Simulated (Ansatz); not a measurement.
The same calculation of BH6NSSi, SMILES NBS[SiH3] as a Python script and as an input file (the Ansatz DFT code, driven from Python).

The script, `bh6nssi_energy.py`:
```python
'''Single point of BH6NSSi.'''

import ansatz as az
from ase import Atoms

atoms = Atoms(['N', 'B', 'S', 'Si', 'H', 'H', 'H', 'H', 'H', 'H'], positions=[
    (1.6534, -1.0473, 0.297),
    (0.4324, -0.9582, -0.6079),
    (-0.0818, 0.6879, -1.3696),
    (-1.3407, 1.1706, 0.3019),
    (2.0904, -0.0995, 0.3402),
    (2.3377, -1.6767, -0.1788),
    (-0.2029, -1.9283, -0.8334),
    (-2.3853, 0.1454, 0.4467),
    (-1.9716, 2.4793, 0.075),
    (-0.5318, 1.2268, 1.5289),
])
geometry = az.Crystal.molecule_from_ase(atoms)

calc = (
    geometry.calculation()
    .basis(gaussian='cc-pVTZ')
    .functional('PBE0')
)
out = calc.run()
summary = out.report

print(f'E = {summary["free_energy_ev"]:.6f} eV = {summary["free_energy_ev"] / 27.211386246:.7f} Ha')
print('converged:', summary['converged'], ' doubts:', summary['published_state_doubts'] or 'none')
```

Running `python bh6nssi_energy.py` prints:
```text
E = -20970.214736 eV = -770.6411774 Ha
converged: True  doubts: none
```

`input.yaml`:
```yaml
crystal:
  periodic: [false, false, false]
  atoms:
    - { symbol: "N", position_ang: [1.6534, -1.0473, 0.297] }
    - { symbol: B, position_ang: [0.4324, -0.9582, -0.6079] }
    - { symbol: S, position_ang: [-0.0818, 0.6879, -1.3696] }
    - { symbol: Si, position_ang: [-1.3407, 1.1706, 0.3019] }
    - { symbol: H, position_ang: [2.0904, -0.0995, 0.3402] }
    - { symbol: H, position_ang: [2.3377, -1.6767, -0.1788] }
    - { symbol: H, position_ang: [-0.2029, -1.9283, -0.8334] }
    - { symbol: H, position_ang: [-2.3853, 0.1454, 0.4467] }
    - { symbol: H, position_ang: [-1.9716, 2.4793, 0.075] }
    - { symbol: H, position_ang: [-0.5318, 1.2268, 1.5289] }
basis:
  gaussian: { orbitals: cc-pVTZ }
hamiltonian:
  xc: pbe0
```

On the command line:
```console
$ ansatz run input.yaml --threads 1 --pin off --max-ram 4096MiB --backend cpu --events-out ev --progress --plain --runs-dir out
Engine: ansatz 0.2.0, aarch64-unknown-linux-gnu
Functional definition: PBE0
  parameter a = 0.25
  parameter kappa = 0.804
  parameter beta = 0.06672455060314922
  exchange = (1 - a)*pbe_x(kappa = kappa, mu = beta*pi^2/3) + a*exact_x
  correlation = pbe_c(beta = beta)
1318 factors; their error is unknown
mean field evaluation 1: about -20965.2073 eV, gradient 5.0e1 eV
mean field evaluation 2: about -20956.2246 eV, gradient 7.7e1 eV
mean field evaluation 4: about -20970.1443 eV, gradient 3.4e0 eV
mean field evaluation 8: about -20970.1770 eV, gradient 5.2e-2 eV
mean field evaluation 16: about -20970.2147 eV, gradient 3.9e-5 eV
mean field -20970.21470426 eV, -770.6411762594 hartree, gradient 3.9e-5 eV, S^2 0.000000; 0 other end points of the search recorded, 0 dependent functions left out
reference -20970.21473614 eV, -770.6411774310 hartree; 24, 24 occupied and 188, 188 virtual orbitals, 1318 factors
Total energy: -20970.21473614 eV, -770.6411774310 hartree
```

Total energies depend on the basis set; only differences at equal settings carry meaning. The geometry is a force-field or estimated start, not a minimum of this method, and the basis set is short of its limit. Wall time of the script: 7.3 s on 1 thread of Arm Neoverse V2, on a shared host, peak memory 0.45 GiB.

(A comment or docstring line of the script was reworded after the run, the code is as it ran; lines on the test bed's own set-up are left out of the output.)
